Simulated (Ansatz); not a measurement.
# Copper, A15 under PBEsol: relaxation and energy

Aim: take copper in the A15 structure, relax it, then solve it on a dense k-mesh. Spin polarisation is left out. The k-meshes are 6×6×6 for the relaxation; 8×8×8 for the dense run.

Method: DFT PBEsol, plane waves (420 eV) with PAW, scalar-relativistic; PBE-made PAW files, in Ansatz 0.2.0.

**1. The structure to begin with**

It takes space group Pm-3n (No. 223, cubic). Conventional cell: a = 4.555 Å, b = 4.555 Å, c = 4.555 Å, α = 90.00°, β = 90.00°, γ = 90.00°. Around Cu (site symmetry m-3) lie 12 Cu at 2.55 Å. Cu (site symmetry -4m2) has 6 Cu at 2.28 to 2.55 Å as nearest neighbours.

As a file:

```cif
data_structure
_symmetry_space_group_name_H-M 'P 1'
_symmetry_Int_Tables_number 1
_cell_length_a 4.5546
_cell_length_b 4.5546
_cell_length_c 4.5546
_cell_angle_alpha 90.000
_cell_angle_beta 90.000
_cell_angle_gamma 90.000
_cell_volume 94.48
loop_
_atom_site_label
_atom_site_type_symbol
_atom_site_fract_x
_atom_site_fract_y
_atom_site_fract_z
_atom_site_occupancy
Cu1 Cu 0.00000 0.00000 0.00000 1
Cu2 Cu 0.50000 0.50000 0.50000 1
Cu3 Cu 0.25000 0.00000 0.50000 1
Cu4 Cu 0.75000 0.00000 0.50000 1
Cu5 Cu 0.50000 0.25000 0.00000 1
Cu6 Cu 0.50000 0.75000 0.00000 1
Cu7 Cu 0.00000 0.50000 0.25000 1
Cu8 Cu 0.00000 0.50000 0.75000 1
```

**2. Relaxation of the cell**

Input file input.yaml:

```yaml
crystal:
  lattice:
    - [4.5545641985, 0.0, 0.0]
    - [0.0, 4.5545641985, 0.0]
    - [0.0, 0.0, 4.5545641985]
  atoms:
    - { symbol: Cu, position: [0.0, 0.0, 0.0] }
    - { symbol: Cu, position: [0.5, 0.5, 0.5] }
    - { symbol: Cu, position: [0.25, 0.0, 0.5] }
    - { symbol: Cu, position: [0.75, 0.0, 0.5] }
    - { symbol: Cu, position: [0.5, 0.25, 0.0] }
    - { symbol: Cu, position: [0.5, 0.75, 0.0] }
    - { symbol: Cu, position: [0.0, 0.5, 0.25] }
    - { symbol: Cu, position: [0.0, 0.5, 0.75] }
hamiltonian:
  xc: pbesol
  pseudopotentials:
    kind: paw
    azcp:
      Cu: "pseudopotentials/Cu.paw.azcp"
basis:
  ecutwfc: 420
  fft_grid_basis: typed
kpoints:
  mp_grid: { grid: [6, 6, 6], shift: [0, 0, 0] }
magnetization:
  spin_polarized: false
scf:
  occupations: { method: fermi_dirac, width: 0.1 }
relax:
  max_steps: 60
  f_tol: 0.01
  cell: {}
output:
  write_density: true
  write_potential: true
  elf: true
  volumetric_format: npy
```

Command:

```
> ansatz run input.yaml --threads 4 --pin off --max-ram 8192MiB --backend cpu --events-out ev --progress --plain --runs-dir out
```

Further steps of the session: Dense single point.

Before running it: what results should come out? Wanted: space group; conventional cell; volume; shortest distance; gap on the mesh; relative to fcc.

As calculated:

| quantity | value |
| --- | --- |
| space group (spins left aside) | Pm-3n (No. 223) |
| conventional cell | a = 4.529 Å |
| volume | 11.612 Å³/atom |
| shortest distance | 2.264 Å |
| gap on the mesh | none (levels filled in part) |
| relative to fcc | +114 meV/atom |

What this shows: The relaxation shrank the cell by 1.7 % in volume. It lies 114 meV/atom above the element's reference form at the same level (fcc, from a run of its own). Levels at the Fermi energy are filled in part, as in a metal. The symmetry was held, so the structure may be unstable against distortions that break it.
